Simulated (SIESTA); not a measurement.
Crystal: AgRh.

```
Ag Rh
1.0
     2.77759    0.00000    0.00000
    -1.38879    2.40546    0.00000
     0.00000    0.00000    4.80860
Ag Rh
1 1
Cartesian
  0.0000 0.0000 2.4043
  1.3888 0.8018 0.0000
```

The cell comes from a database or a generator and needn't be the stable form of this composition.

Base run:

- Program: SIESTA 5.4.2
- Functional: LDA
- Potentials or basis: PseudoDojo 0.4 standard (LDA files)
- Basis: DZP (energy shift 0.003 Ry; two zetas on semicore shells)
- Grid cutoff: 800 Ry
- Energy shift: 0.003 Ry
- k mesh: 11 × 11 × 6
- Occupations: fermi-dirac, width 0.05 eV
- Spin: no spin polarisation

Its results: band gap on the k mesh none (metal or under the smearing width); pressure -14.1 GPa.

The run is repeated on the same cell with these changes: functional from LDA to PBE; potentials or basis from PseudoDojo 0.4 standard (LDA files) to PseudoDojo 0.4 standard (PBE files). What comes out?

Band gap on the k mesh none (metal or under the smearing width); pressure -0.7 GPa.

Caveats: short orbitals over semicore shells can move pressures by several GPa; the basis of atomic orbitals isn't converged, which shifts pressures, moduli and gaps.
